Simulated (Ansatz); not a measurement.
# AlBH4Se (SMILES [BH2][AlH][SeH]): one structure at several levels

One table from this session's results is given with a row withheld; the runs are named, their logs left out.

The runs use Ansatz 0.2.0, Gaussian basis; single points in def2-TZVPP.

Correlated methods freeze the cores. Filled d shells of the heavier atoms are correlated.

**The starting structure**

7 atoms, charge 0, spin multiplicity 1.

Atoms are counted from 1 here; the program's logs count them from 0.

Bond lengths: B1–Al2 2.173 Å, B1–H4 1.165 Å, B1–H5 1.187 Å, Al2–Se3 2.402 Å, Al2–H6 1.627 Å, Se3–H7 1.542 Å. Angles: Al2–B1–H4 125.1°, Al2–B1–H5 128.3°, H4–B1–H5 106.5°, B1–Al2–Se3 120.7°, B1–Al2–H6 134.6°, Se3–Al2–H6 104.6°, Al2–Se3–H7 82.4°.

As a file:

| atom | x (Å) | y (Å) | z (Å) |
| --- | --- | --- | --- |
| B1 | -1.61450 | 0.41560 | -0.57390 |
| Al2 | 0.30480 | 0.15870 | 0.41120 |
| Se3 | 2.05590 | -1.11600 | -0.62710 |
| H4 | -2.52780 | -0.29870 | -0.45710 |
| H5 | -1.93280 | 1.24420 | -1.36150 |
| H6 | 0.96860 | 0.72330 | 1.78490 |
| H7 | 2.64640 | -1.07900 | 0.79710 |

The first run:

The input, run/in.yaml:

```yaml
crystal:
  periodic: [false, false, false]
  atoms:
    - {symbol: B, position_ang: [-1.614500, 0.415600, -0.573900]}
    - {symbol: Al, position_ang: [0.304800, 0.158700, 0.411200]}
    - {symbol: Se, position_ang: [2.055900, -1.116000, -0.627100]}
    - {symbol: H, position_ang: [-2.527800, -0.298700, -0.457100]}
    - {symbol: H, position_ang: [-1.932800, 1.244200, -1.361500]}
    - {symbol: H, position_ang: [0.968600, 0.723300, 1.784900]}
    - {symbol: H, position_ang: [2.646400, -1.079000, 0.797100]}
basis:
  gaussian: {orbitals: def2-TZVPP}
correlation: {method: ccsd_t}
output: {forces: true}
```

No record of the launch command was kept for these runs.

Steps of the session up to this table: CCSD(T)/def2-TZVPP; PBE0-D4/def2-TZVPP; wB97M-V/def2-TZVPP; r2SCAN-D4/def2-TZVPP; PBE-D4/def2-TZVPP; B97M-V/def2-TZVPP; revPBE-D4/def2-TZVPP.

One table of the session follows, with a row left open; its other results are not shown here.

| method | RMS force component (eV/Å) | angle to CCSD(T) forces (°) | dipole (D) |
| --- | --- | --- | --- |
| CCSD(T) | 0.579 | reference | 1.58 |
| PBE0-D4 | 0.571 | 4.7 | 1.55 |
| wB97M-V | 0.586 | 5.8 | 1.69 |
| r2SCAN-D4 | 0.562 | 5.5 | 1.46 |
| PBE-D4 | ? | ? | ? |
| B97M-V | 0.573 | 7.7 | 1.44 |
| revPBE-D4 | 0.499 | 17.1 | 1.28 |

**Question.** Estimate the row for PBE-D4.

The run gave: RMS force component (eV/Å): 0.505; angle to CCSD(T) forces (°): 15.8; dipole (D): 1.28. In the column «RMS force component (eV/Å)» it lies between revPBE-D4 (0.499) and r2SCAN-D4 (0.562).
